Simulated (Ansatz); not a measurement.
# CH4F2GeN radical: a ladder of functionals and wavefunction methods

One table from this session's results is given with a row withheld; the runs are named, their logs left out.

Program: Ansatz 0.2.0, Gaussian basis. Level of theory: functionals in def2-TZVPP, the program's frozen cores in correlated methods. These are calculated values, not measurements.

Levels to be run: LDA (SPW92), PBE-D4, revPBE-D4, BLYP-D4, r2SCAN-D4, B97M-V, PBE0-D4, B3LYP-D4, r2SCANh-D4, r2SCAN0-D4, HSE06-D4, BHLYP-D4, CAM-B3LYP-D4, LC-ωPBE, ωB97X-V, ωB97M-V, B2PLYP, PBE-QIDH; CCSD(T)/def2-SVP; CCSD(T)/def2-TZVPP; MP2/def2-QZVPP; extrapolation to the limit; RPA on PBE.

## The geometry

All runs share one geometry, relaxed beforehand with PBE0-D4 in a triple-zeta def2 set.

SMILES `C[NH][Ge]([F])[F]`, 9 atoms, charge 0, spin multiplicity 2.

Atoms are counted from 1 here; the program's logs count them from 0.

Bond lengths: C1–N2 1.451 Å, C1–H6 1.094 Å, C1–H7 1.095 Å, C1–H8 1.091 Å, N2–Ge3 1.842 Å, N2–H9 1.013 Å, Ge3–F4 1.740 Å, Ge3–F5 1.742 Å. Angles: N2–C1–H6 108.9°, N2–C1–H7 114.1°, N2–C1–H8 109.5°, H6–C1–H7 108.0°, H6–C1–H8 107.6°, H7–C1–H8 108.6°, C1–N2–Ge3 120.7°, C1–N2–H9 112.8°, Ge3–N2–H9 112.9°, N2–Ge3–F4 104.6°, N2–Ge3–F5 103.7°, F4–Ge3–F5 105.4°.

Set-up of the first run:

Input file in.yaml:

```yaml
crystal:
  periodic: [false, false, false]
  atoms:
    - {symbol: C, position_ang: [0.132645, -1.118830, 0.556534]}
    - {symbol: N, position_ang: [-0.468891, 0.178784, 0.309688]}
    - {symbol: Ge, position_ang: [0.442185, 1.472475, -0.633536]}
    - {symbol: F, position_ang: [-0.776827, 2.633252, -1.076116]}
    - {symbol: F, position_ang: [0.878944, 0.669902, -2.117030]}
    - {symbol: H, position_ang: [-0.660093, -1.844585, 0.760131]}
    - {symbol: H, position_ang: [0.830632, -1.134874, 1.400699]}
    - {symbol: H, position_ang: [0.661469, -1.450085, -0.337898]}
    - {symbol: H, position_ang: [-0.951566, 0.547661, 1.120427]}
basis:
  gaussian: {orbitals: def2-TZVPP}
magnetization: {spin_polarized: true, initial_magnetization: 1}
hamiltonian: {xc: lda}
output: {orbitals: {seedname: orbitals}}
```

Launch:

```bash
ansatz run in.yaml --threads 2 --pin off --events-out ev --progress --plain --max-ram 32768MiB --backend cpu
```

Steps of the session up to this table: LDA; PBE-D4 (GGA); revPBE-D4 (GGA); BLYP-D4 (GGA); r2SCAN-D4 (meta-GGA); B97M-V (meta-GGA); B3LYP-D4 (hybrid); r2SCANh-D4 (hybrid); r2SCAN0-D4 (hybrid); HSE06-D4 (hybrid); BHLYP-D4 (hybrid); CAM-B3LYP-D4 (range-separated); LC-ωPBE (range-separated); ωB97X-V (range-separated); ωB97M-V (range-separated); B2PLYP (double hybrid); PBE-QIDH (double hybrid).

One table of the session follows, with a row left open; its other results are not shown here.

It belongs to the step «Orbital energies across the functionals». 

| functional | HOMO (eV) | LUMO (eV) | gap (eV) |
| --- | --- | --- | --- |
| LDA (SPW92) | -5.66 | -4.86 | 0.80 |
| PBE-D4 | -5.56 | -4.48 | 1.08 |
| revPBE-D4 | -5.51 | -4.34 | 1.17 |
| BLYP-D4 | ? | ? | ? |
| r2SCAN-D4 | -5.98 | -4.22 | 1.77 |
| B97M-V | -5.88 | -4.47 | 1.41 |
| PBE0-D4 | -6.93 | -3.62 | 3.31 |
| B3LYP-D4 | -6.67 | -4.01 | 2.67 |
| r2SCANh-D4 | -6.49 | -3.89 | 2.60 |
| r2SCAN0-D4 | -7.25 | -3.39 | 3.86 |
| HSE06-D4 | -6.53 | -3.99 | 2.54 |
| BHLYP-D4 | -8.17 | -2.82 | 5.36 |
| CAM-B3LYP-D4 | -8.28 | -2.75 | 5.53 |
| LC-ωPBE | -9.63 | -1.37 | 8.26 |
| ωB97X-V | -9.18 | -1.73 | 7.44 |
| ωB97M-V | -9.03 | -1.81 | 7.23 |

Q: Estimate the row for BLYP-D4 from the others.

Worked estimate for «HOMO (eV)». Against the share of exact exchange, B3LYP-D4 (0.2, -6.67), BHLYP-D4 (0.5, -8.17) give a slope of -5.00 per unit share; at 0 the line stands at -5.67.

As computed: HOMO (eV): -5.43; LUMO (eV): -4.49; gap (eV): 0.94. In «HOMO (eV)» the line misses by -0.24.
